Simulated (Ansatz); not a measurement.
The system is HPbNO4.

```xyz
14
Lattice="6.8588 0.0000 0.0000 0.0000 4.2287 0.0000 -3.3910 0.0000 7.2746" Properties=species:S:1:pos:R:3 pbc="T T T"
H    -0.1737    3.1715    3.6904
H     3.6414    1.0572    3.5842
Pb    1.1071    1.0572    2.0728
Pb    2.3607    3.1715    5.2018
N    -1.3602    3.1715    6.0792
N     4.8280    1.0572    1.1954
O     0.7313    3.1715    3.2982
O    -0.1410    3.1715    6.3217
O    -2.2099    3.1715    7.0227
O    -1.7846    3.1715    4.8707
O     2.7365    1.0572    3.9764
O     3.6087    1.0572    0.9529
O     5.6777    1.0572    0.2519
O     5.2524    1.0572    2.4039
```

The cell was built by a generator and needn't be a form met in nature.

Program: Ansatz 0.2.0. Alike in all runs: potentials or basis Ansatz PAW; no spin polarisation; cell as given; k mesh 5 × 6 × 4; cutoff (eV) 420; smearing fermi-dirac 0.05 eV.

Task: Order these runs on this cell by their pressure, lowest first.
A. level revPBE; points for each segment of the path 10
B. level LDA; points for each segment of the path 10
C. level PBE

Result: B (-5.8 GPa), C (0.0 GPa), A (2.0 GPa).

Caveats: the PAW data sets come from PBE, with cores solved anew for the run's functional, which leaves a small shift of forces and pressure (some runs).
